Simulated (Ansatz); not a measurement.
# C3H5IS: the cost of one run

Program: Ansatz 0.2.0. Level of theory: RKS B3LYP/def2-SVP. These are calculated values, not measurements.

### 1 The starting structure

Bond lengths: C1–C2 1.491 Å, C2–S3 1.663 Å, C2–C4 1.535 Å, C4–I5 2.163 Å, C1–H6 1.132 Å, C1–H7 1.044 Å, C1–H8 1.119 Å, C4–H9 1.166 Å, C4–H10 1.025 Å. Angles (14 of 15 angles, heavy atoms first): C1–C2–S3 117.8°, C1–C2–C4 123.5°, S3–C2–C4 118.7°, C2–C4–I5 106.4°, C2–C1–H6 108.4°, C2–C1–H7 115.1°, C2–C1–H8 106.2°, C2–C4–H9 106.2°, C2–C4–H10 114.6°, I5–C4–H9 108.4°, I5–C4–H10 113.2°, H6–C1–H7 110.7°, H6–C1–H8 104.2°, H7–C1–H8 111.5°.

Coordinates:

```xyz
10

C    -0.7526   -1.0695    0.3259
C     0.4779   -0.3535   -0.1172
S     1.7226   -1.2630   -0.7416
C     0.6505    1.1690   -0.0255
I    -0.4498    2.0085   -1.6875
H    -1.2100   -0.4957    1.1884
H    -0.6133   -2.0718    0.5825
H    -1.4949   -0.9573   -0.5035
H     0.1287    1.4958    0.9652
H     1.6240    1.4863    0.0162
```

### 2 End point A

input.yaml reads:

```yaml
crystal:
  periodic: [false, false, false]
  atoms:
    - { symbol: C, position_ang: [-0.7526, -1.0695, 0.3259] }
    - { symbol: C, position_ang: [0.4779, -0.3535, -0.1172] }
    - { symbol: S, position_ang: [1.7226, -1.263, -0.7416] }
    - { symbol: C, position_ang: [0.6505, 1.169, -0.0255] }
    - { symbol: I, position_ang: [-0.4498, 2.0085, -1.6875] }
    - { symbol: H, position_ang: [-1.21, -0.4957, 1.1884] }
    - { symbol: H, position_ang: [-0.6133, -2.0718, 0.5825] }
    - { symbol: H, position_ang: [-1.4949, -0.9573, -0.5035] }
    - { symbol: H, position_ang: [0.1287, 1.4958, 0.9652] }
    - { symbol: H, position_ang: [1.624, 1.4863, 0.0162] }
basis:
  gaussian: { orbitals: def2-SVP }
hamiltonian:
  xc: b3lyp
relax:
  f_tol: 0.02
  max_steps: 50
```

On the command line:

```
$ ansatz run input.yaml --threads 2 --pin off --max-ram 3072MiB --backend cpu --events-out ev --progress --plain --runs-dir out
```

What time and memory should one allow on 2 threads of Intel Xeon Platinum 8488C (Sapphire Rapids), shared host?

About 41 s, with a peak of 0.3 GiB.
